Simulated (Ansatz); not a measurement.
# Sb2Ru: properties at the relaxed cell

One table from this session's results is given with a row withheld; the runs are named, their logs left out.

Method: DFT r2SCAN, scalar-relativistic, plane waves, PAW, in Ansatz 0.2.0.

1 further run of the same task is left out (set aside as unsound or not needed).

## Starting point

Symmetry: Pnnm, No. 58, orthorhombic system. Conventional cell: a = 5.978 Å, b = 6.714 Å, c = 3.214 Å, α = 90.00°, β = 90.00°, γ = 90.00°. Around Sb (site symmetry m) lie 3 Ru at 2.64 to 2.66 Å and 1 Sb at 2.89 Å. Around Ru (site symmetry 2/m) lie 6 Sb at 2.64 to 2.66 Å.

As a file:

```
Sb Ru
1.0
     5.97838    0.00000    0.00000
     0.00000    6.71389    0.00000
     0.00000    0.00000    3.21365
Sb Ru
4 2
Direct
  0.18251 0.35879 0.00000
  0.81749 0.64121 0.00000
  0.68251 0.14121 0.50000
  0.31749 0.85879 0.50000
  0.00000 0.00000 0.00000
  0.50000 0.50000 0.50000
```

It is the result of an earlier relaxation at this level (volume 21.50 Å³/atom; gap on the mesh: 0.17 eV).

Set-up of the first run:

input.yaml reads:

```yaml
crystal:
  lattice:
    - [5.9179906703, 0.0, 0.0]
    - [0.0, 6.6460709857, 0.0]
    - [0.0, 0.0, 3.1811875729]
  atoms:
    - { symbol: Sb, position: [0.1825143695, 0.3587863184, 0.0] }
    - { symbol: Sb, position: [0.8174856305, 0.6412136816, 0.0] }
    - { symbol: Sb, position: [0.6825143695, 0.1412136816, 0.5] }
    - { symbol: Sb, position: [0.3174856305, 0.8587863184, 0.5] }
    - { symbol: Ru, position: [0.0, 0.0, 0.0] }
    - { symbol: Ru, position: [0.5, 0.5, 0.5] }
basis:
  ecutwfc: 500
kpoints:
  mp_grid: { grid: [6, 6, 12] }
hamiltonian:
  xc: r2scan
scf:
  occupations: { method: gaussian, width: 0.01 }
output:
  forces: true
  stress: true
  eigenvalues: true
relax:
  adjacent_minimum: "off"
  f_tol: 0.01
  max_steps: 30
  cell: { stress_tol: 0.1, fix: [volume] }
```

On the command line:

```bash
> ansatz run input.yaml --threads 2 --pin off --max-ram 5120MiB --backend cpu --events-out ev --progress --plain --runs-dir out
```

Among the steps run: Point at V/V0 = 0.97; Point at V/V0 = 1.03; Point at V/V0 = 0.94; The cell scaled to 1.06 of its volume; Point at V/V0 = 0.91; Volume × 1.10; The cell scaled to 0.88 of its volume.

One of the session's tables, all rows but one given; the rest of the session is left out.

It belongs to the step «Energy against volume». 

| volume (Å³/atom) | energy above the lowest point (meV/atom) | pressure (GPa) | gap on the mesh (eV) |
| --- | --- | --- | --- |
| 18.919 | 154.1 | 21.62 | 0.15 |
| 19.564 | ? | ? | ? |
| 20.208 | 34.1 | 8.95 | 0.17 |
| 20.853 | 8.1 | 4.10 | 0.17 |
| 21.498 | 0.0 | 0.03 | 0.17 |
| 22.143 | 6.9 | -3.37 | 0.17 |
| 22.788 | 26.5 | -6.23 | 0.17 |
| 23.648 | 68.6 | -9.32 | 0.16 |

**Question.** Estimate the row for volume (Å³/atom) = 19.564.

Worked estimate for «energy above the lowest point (meV/atom)». A straight line through the neighbours (18.919, 154.1) and (20.208, 34.1) gives 154.1 + (34.1 − 154.1) × (19.564 − 18.919) / (20.208 − 18.919) = 94.1; a parabola fitted to 3 rows on both sides gives 82.7.

The run gave: energy above the lowest point (meV/atom): 81.4; pressure (GPa): 14.73; gap on the mesh (eV): 0.16. In «energy above the lowest point (meV/atom)» the line misses by +12.7 and the parabola by +1.3.
